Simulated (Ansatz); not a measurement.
# LaGe2Ir3: the cost of one run

Computed with Ansatz 0.2.0 (DFT r²SCAN, with the methods named in each step, unless a step's input says otherwise).

## Step 1: The starting structure

Symmetry: P6/mmm, No. 191, hexagonal system. Conventional cell: a = 5.694 Å, b = 5.694 Å, c = 3.856 Å, α = 90.00°, β = 90.00°, γ = 120.00°. La (site symmetry 6/mmm) has 6 Ge at 3.29 Å and 12 Ir at 3.44 Å as nearest neighbours. Around Ge (site symmetry -6m2) lie 6 Ir at 2.53 Å. Ir (site symmetry mmm) is surrounded by 4 Ge at 2.53 Å and 4 Ir at 2.85 Å.

Coordinates:

```
La Ge Ir
1.0
     5.69417    0.00000    0.00000
    -2.84709    4.93130    0.00000
     0.00000    0.00000    3.85580
La Ge Ir
1 2 3
Direct
  0.00000 0.00000 0.00000
  0.33333 0.66667 0.00000
  0.66667 0.33333 0.00000
  0.50000 0.00000 0.50000
  0.00000 0.50000 0.50000
  0.50000 0.50000 0.50000
```

Atoms are numbered in the order of the input: La1, Ge2, Ge3, Ir4, Ir5, Ir6.

## Step 2: Product relaxed, PAW

input.yaml reads:

```yaml
crystal:
  lattice:
    - [5.6941738538, 0.0, 0.0]
    - [-2.8470869269, 4.931299211, 0.0]
    - [0.0, 0.0, 3.855797]
  atoms:
    - { symbol: La, position: [0.0, 0.0, 0.0] }
    - { symbol: Ge, position: [0.3333333333, 0.6666666667, 0.0] }
    - { symbol: Ge, position: [0.6666666667, 0.3333333333, 0.0] }
    - { symbol: Ir, position: [0.5, 0.0, 0.5] }
    - { symbol: Ir, position: [0.0, 0.5, 0.5] }
    - { symbol: Ir, position: [0.5, 0.5, 0.5] }
kpoints:
  mp_grid: { grid: [7, 7, 9] }
scf:
  occupations: { method: fermi_dirac, width: 0.05 }
hamiltonian:
  xc: r2scan
  pseudopotentials: { kind: paw }
output:
  forces: true
  stress: true
  eigenvalues: true
  write_density: true
  write_potential: true
  elf: true
  volumetric_format: npy
relax:
  f_tol: 0.005
  max_steps: 50
  cell: {}
```

Run with:

```console
ansatz run input.yaml --threads 2 --pin off --max-ram 5120MiB --backend cpu --events-out ev --progress --plain --runs-dir out
```

What time and memory should one allow on 2 threads of Arm Neoverse V2, shared host?

About 1.8 min, with a peak of 0.83 GiB.
